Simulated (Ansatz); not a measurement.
**AlClFLi (SMILES [Li][Al]([F])[Cl]): one structure at several levels**

An exercise on one series of results from a longer session: the logs are not shown, and one member is left open.

The runs use Ansatz 0.2.0, Gaussian basis; single points in def2-TZVPP.

Correlated methods freeze the cores. The outer core shell of Li, Na, Mg and K is correlated.

## Where the work starts

SMILES `[Li][Al]([F])[Cl]`, 4 atoms, charge 0, spin multiplicity 1.

Atoms are counted from 1 here; the program's logs count them from 0.

Bond lengths: Al2–F3 1.695 Å, Al2–Cl4 2.074 Å. Angles: F3–Al2–Cl4 116.8°.

As a file:

```
Li   -0.3077    0.5024    2.2374
Al   -0.0091   -0.2171   -0.1360
F    -0.1408   -1.7835   -0.7713
Cl    0.5385    1.2853   -1.4569
```

Set-up of the first run:

Contents of run/in.yaml:

```yaml
crystal:
  periodic: [false, false, false]
  atoms:
    - {symbol: Li, position_ang: [-0.307700, 0.502400, 2.237400]}
    - {symbol: Al, position_ang: [-0.009100, -0.217100, -0.136000]}
    - {symbol: F, position_ang: [-0.140800, -1.783500, -0.771300]}
    - {symbol: Cl, position_ang: [0.538500, 1.285300, -1.456900]}
basis:
  gaussian: {orbitals: def2-TZVPP}
correlation: {method: ccsd_t}
output: {forces: true}
```

No record of the launch command was kept for these runs.

Among the steps run: CCSD(T)/def2-TZVPP; PBE0-D4/def2-TZVPP; wB97M-V/def2-TZVPP; r2SCAN-D4/def2-TZVPP; PBE-D4/def2-TZVPP; HSE06-D4/def2-TZVPP; LC-wPBE/def2-TZVPP.

One of the session's tables, all rows but one given; the rest of the session is left out.

```
   method  RMS force component (eV/Å)  angle to CCSD(T) forces (°)  dipole (D)
  CCSD(T)                       0.632                    reference        8.16
  PBE0-D4                       0.601                          2.5        8.03
  wB97M-V                       0.592                          4.6        8.05
r2SCAN-D4                       0.608                          2.2        8.02
   PBE-D4                       0.578                         15.5        7.78
 HSE06-D4                           ?                            ?           ?
  LC-wPBE                       0.540                          3.8        8.16
```

Estimate the missing values for HSE06-D4.

As computed: RMS force component (eV/Å): 0.604; angle to CCSD(T) forces (°): 2.2; dipole (D): 8.02. In the column «RMS force component (eV/Å)» it lies between PBE0-D4 (0.601) and r2SCAN-D4 (0.608).
